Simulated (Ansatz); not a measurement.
# ClFH₂OSi₂: basis-set convergence

The task here is to estimate one member of a computed series from the others.

Computed with Ansatz 0.2.0, Gaussian basis. Level: one geometry, several basis sets.

Plan: PBE0-D4/def2-SVP; ωB97M-V/def2-SVP; PBE0-D4/def2-QZVPP; ωB97M-V/def2-QZVPP; the functionals' def2-TZVPP values are taken from earlier runs.

### The geometry

An earlier PBE0-D4 in a triple-zeta def2 set relaxation fixed the geometry.

7 atoms, charge 0, spin multiplicity 1.

Atoms are counted from 1 here; the program's logs count them from 0.

Bond lengths: F1–Si2 1.613 Å, Si2–O3 1.639 Å, O3–Si4 1.641 Å, Si4–Cl5 2.045 Å, Si4–H6 1.477 Å, Si4–H7 1.476 Å. Angles: F1–Si2–O3 101.6°, Si2–O3–Si4 146.8°, O3–Si4–Cl5 109.7°, O3–Si4–H6 110.3°, O3–Si4–H7 108.1°, Cl5–Si4–H6 108.1°, Cl5–Si4–H7 108.1°, H6–Si4–H7 112.4°.

Set-up of the first run:

in.yaml

```yaml
crystal:
  periodic: [false, false, false]
  atoms:
    - {symbol: F, position_ang: [-1.752582, -1.312808, 1.224982]}
    - {symbol: Si, position_ang: [-0.301856, -1.180007, 1.918460]}
    - {symbol: O, position_ang: [0.482753, -0.207097, 0.857975]}
    - {symbol: Si, position_ang: [0.425455, 0.588335, -0.575811]}
    - {symbol: Cl, position_ang: [0.270689, -0.758669, -2.107177]}
    - {symbol: H, position_ang: [-0.755052, 1.474967, -0.622329]}
    - {symbol: H, position_ang: [1.691791, 1.327380, -0.741801]}
basis:
  gaussian: {orbitals: def2-SVP}
hamiltonian: {xc: pbe0, dispersion: d4}
output: {orbitals: {seedname: orbitals}}
```

On the command line:

```bash
$ ansatz run in.yaml --threads 2 --pin off --events-out ev --progress --plain --max-ram 4352MiB
```

Steps of the session up to this table: PBE0-D4 in def2-SVP; ωB97M-V in def2-SVP; PBE0-D4 in def2-QZVPP; ωB97M-V in def2-QZVPP.

One of the session's tables, all rows but one given; the rest of the session is left out.

It belongs to the step «Functionals by basis». 

```
functional       basis  HOMO (eV)  LUMO (eV)
   PBE0-D4    def2-SVP          ?          ?
   PBE0-D4  def2-TZVPP      -7.91      -1.91
   PBE0-D4  def2-QZVPP      -7.94      -1.96
   ωB97M-V    def2-SVP      -9.95       0.35
   ωB97M-V  def2-TZVPP     -10.09       0.12
   ωB97M-V  def2-QZVPP     -10.13       0.00
```

Q: Estimate the row for PBE0-D4, def2-SVP from the others.

The run gave: HOMO (eV): -7.81; LUMO (eV): -1.80. In the column «HOMO (eV)» it is the highest.
